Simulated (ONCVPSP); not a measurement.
**Pseudopotential generation for Sm: ONCV, PBEsol**

Do these settings give a usable potential? It is generated, then checked for transferability, scattering, ghosts and hardness.

Method: ONCVPSP 4.0.1, PBEsol, scalar-relativistic.

### 1 The atom and the settings

Typed settings, in words:

```
element                 : samarium (Sm, Z = 62)
type                    : optimised norm-conserving Vanderbilt (ONCV)
frozen core             : [Kr] 4d10 5s2
valence charge          : 14
reference configuration : 4f6 5p6 6s1 (charge +1)
partial waves           : 6s: rc 3.75 bohr, ncon 4, nbas 8, qcut 2.1 1/bohr, 2 projectors, debl 1.7 Ha; 5p: rc 1.70 bohr, ncon 5, nbas 9, qcut 5.2 1/bohr, 3 projectors, debl 3.1 Ha; d scattering state at 0.03 Ha: rc 3.20 bohr, ncon 4, nbas 7, qcut 2.9 1/bohr, 1 projector; 4f: rc 0.85 bohr, ncon 4, nbas 9, qcut 22.6 1/bohr, 1 projector
local potential         : polynomial inside 0.75 bohr (lpopt 3, dvloc0 2 Ha)
core correction         : Teter function, fcfact 5.25, rcfact 1.55
```

The outer shells as boxes (Hund's rule for the drawing; the calculation is spin-unpolarised):

```
[Kr] core
4d [↑↓][↑↓][↑↓][↑↓][↑↓]
5s [↑↓]
4f [↑ ][↑ ][↑ ][↑ ][↑ ][↑ ][  ]
5p [↑↓][↑↓][↑↓]
6s [↑ ]
```

### 2 Generating the potential

File Sm.dat:

```
# ATOM AND REFERENCE CONFIGURATION
# atsym  z   nc   nv     iexc    psfile
  Sm 62.00   10    3  -116133      upf
#
#   n    l    f
    1    0    2.00
    2    0    2.00
    2    1    6.00
    3    0    2.00
    3    1    6.00
    3    2   10.00
    4    0    2.00
    4    1    6.00
    4    2   10.00
    5    0    2.00
    4    3    6.00
    5    1    6.00
    6    0    1.00
#
# PSEUDOPOTENTIAL AND OPTIMIZATION
# lmax
    3
#
#   l,   rc,      ep,       ncon, nbas, qcut
    0    3.75    0.00    4    8    2.10
    1    1.70    0.00    5    9    5.20
    2    3.20    0.03    4    7    2.90
    3    0.85    0.00    4    9   22.60
#
# LOCAL POTENTIAL
# lloc, lpopt,  rc(5),   dvloc0
    4    3    0.75    2.00
#
# VANDERBILT-KLEINMAN-BYLANDER PROJECTORs
# l, nproj, debl
    0    2    1.70
    1    3    3.10
    2    1    2.70
    3    1    0.50
#
# MODEL CORE CHARGE
# icmod, fcfact, rcfact
    3    5.25    1.55
#
# LOG DERIVATIVE ANALYSIS
# epsh1, epsh2, depsh
   -3.00    5.00    0.02
#
# OUTPUT GRID
# rlmax, drl
    6.00    0.01
#
# TEST CONFIGURATIONS
# ncnf
    4
# nvcnf
#   n    l    f
    3
    4    3    6.00
    5    1    6.00
    6    0    2.00
#
    3
    4    3    6.00
    5    1    6.00
    6    0    0.00
#
    3
    4    3    5.00
    5    1    6.00
    6    0    0.00
#
    4
    4    3    5.00
    5    1    6.00
    6    0    2.00
    5    2    1.00
#
```

Launch:

```bash
$ oncvpsp.x < Sm.dat > Sm.out
```

What does the calculation give? Wanted: cutoffs for 1 and 0.1 mHa per electron, occupied waves; bound ghosts; GHOST(+) flags; largest test error; largest phase difference near zero energy, channels read; rms error of d²Exc/dn², without and with the model core; projector energies reset by the program.

**Answer**, as computed:

| quantity | value |
| --- | --- |
| cutoffs for 1 and 0.1 mHa per electron, occupied waves | 186 Ha and 210 Ha |
| bound ghosts | s at -403.08 eV, s at -51.58 eV |
| GHOST(+) flags | p at 137 eV, d at 17 eV |
| largest test error (AE − PS) | -476 meV, for 4f5 5p6 5d1 6s2 |
| largest phase difference near zero energy, channels read | 0.018 rad |
| rms error of d²Exc/dn², without and with the model core | 11.35 and 4.49 mHa |
| projector energies reset by the program | d: -0.265 Ha |

It has a bound ghost (s), a state that the atom doesn't have, and that rules the file out. Close by lies the frozen 5s level (-49.5 eV). The worst unpolarised test, 4f5 5p6 5d1 6s2, is off by 476 meV on 3.0 eV; by total energies transferability rates as poor. It counts as very hard, with 186 Ha needed at the looser tolerance. At the looser tolerance the 4f wave is the slowest; 5p needs 29 Ha. Near zero energy the phases of the channels with partial waves agree within 0.018 rad. The pseudo curves have a pole with no partner nearby in the atom's: d at 0.63 Ha. At positive energy that is a spurious or a displaced resonance. The program also flags highly localised states, GHOST(+) (p, d). These are tests on the free atom; a crystal test is still owed.
